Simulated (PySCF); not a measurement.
# CH2LuO (Lu(H2CO)3+): the cost of one run

The runs use PySCF 2.14.0; PBE0, Lu lcecp-1-SVP with ECP60, O def2-SVP, C def2-SVP, H def2-SVP; scalar-relativistic core potentials, no spin–orbit coupling.

1 further run of the same task is left out (for a known fault of the program).

## (1) The system as given

5 atoms, charge 3, spin multiplicity 1.

Bond lengths: Lu1–O2 2.385 Å, O2–C3 1.220 Å, C3–H4 1.105 Å, C3–H5 1.105 Å. Angles: Lu1–O2–C3 180.0°, O2–C3–H4 121.7°, O2–C3–H5 121.7°, H4–C3–H5 116.6°.

Coordinates:

```xyz
5
charge 3, multiplicity 1
Lu    0.0000    0.0000    0.0000
O     0.0000    0.0000    2.3850
C     0.0000    0.0000    3.6050
H     0.9400    0.0000    4.1850
H    -0.9400    0.0000    4.1850
```

Formal oxidation states: Lu +3. Each metal's 14 4f electrons lie in its core potential, so multiplicities, spins and levels count the valence alone.

## (2) SCF at the start, singlet

The input, run.py (the lines that set the calculation):

```python
mol = gto.M(atom='''
Lu     0.00000     0.00000     0.00000
O      0.00000     0.00000     2.38500
C      0.00000     0.00000     3.60500
H      0.94000     0.00000     4.18500
H     -0.94000     0.00000     4.18500''',
    basis={'Lu': 'lcecp-1-SVP', 'O': 'def2-SVP', 'C': 'def2-SVP', 'H': 'def2-SVP'},
    ecp={'Lu': 'lcecp-1-SVP'},
    charge=3, spin=0)
mf = dft.RKS(mol, xc='PBE0')
mf.grids.atom_grid = (50, 194)  # f atoms: unpruned, at least (60, 302)
mf = mf.density_fit()  # fitting sets: Lu AutoAux, O def2-universal-JKFIT, C def2-universal-JKFIT, H def2-universal-JKFIT
mf.conv_tol = 1e-08; mf.max_cycle = 55
mf.kernel(dm0)  # dm0: free metal ions and neutral atoms
```

On the command line:

```
> OMP_NUM_THREADS=2 python run.py
```

Q: Estimate wall time and peak memory on 2 threads of Intel Xeon at 2.50GHz (Skylake/Cascade Lake), shared host.

About 30 s, with a peak of 0.38 GiB.
